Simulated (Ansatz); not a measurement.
What does this script print? It uses Ansatz 0.2.0, Python API.

Contents of `cdse.xyz`:
```text
4
Lattice="4.3 0.0 0.0 -2.15 3.72390924 0.0 0.0 0.0 7.02" Properties=species:S:1:pos:R:3 pbc="T T T"
Cd   -0.00000000    2.48260616    0.00000000
Cd    2.15000000    1.24130308    3.51000000
Se   -0.00000000    2.48260616    2.70270000
Se    2.15000000    1.24130308    6.21270000
```

`cdse_soc.py`:
```python
'''What spin-orbit coupling does to the bands of CdSe.'''

import ansatz as az

cdse = az.Crystal.from_extxyz('cdse.xyz')

calculation = (
    cdse.calculation()
    .functional('PBE')
    .basis(420)
    .kpoints(6, 6, 4)
    .occupations('fixed')
    .band_table()  # levels at the mesh points
)
for label, variant in (('scalar-relativistic', calculation), ('spin-orbit', calculation.spin(soc=True))):
    data = variant.run(threads=1, pin='off').report
    zero = data['band_edges_ev'][0] if data.get('band_edges_ev') else data['fermi_energy_ev']
    near = [round(e - zero, 3) for e in data['eigenvalues_ev'][0] if abs(e - zero) < 4]
    print(label)
    print('  band edges (eV):', [round(e, 3) for e in data.get('band_edges_ev') or []] or 'none reported')
    print('  levels at k =', data['kpoints_frac'][0], 'within 4 eV of the zero:', near)
```

`python cdse_soc.py` gives:
```text
scalar-relativistic
  band edges (eV): [7.478, 8.18]
  levels at k = [0.0, 0.0, 0.0] within 4 eV of the zero: [-0.716, -0.716, -0.012, -0.0, 0.0, 0.702, 2.122]
spin-orbit
  band edges (eV): [7.596, 8.183]
  levels at k = [0.0, 0.0, 0.0] within 4 eV of the zero: [-0.952, -0.952, -0.721, -0.721, -0.364, -0.364, -0.004, -0.004, -0.0, 0.0, 0.586, 0.586, 2.003, 2.003]
```

Notes:
- Of the deposited cell: the entry's cell lengths or inner coordinates differ somewhat from later room-temperature determinations.
- The starting cell is as deposited in a crystallographic database; the results hold for this polymorph, which needn't be the stable one.
- Gaps and levels are Kohn-Sham values on a finite set of k-points.
- With spin-orbit coupling each level holds one electron and, with inversion or at time-reversal points, comes in pairs; a window in energy can cut a split set.
- It ran for 66 s on 1 thread of Arm Neoverse V1, on a shared host, peak memory 0.84 GiB.
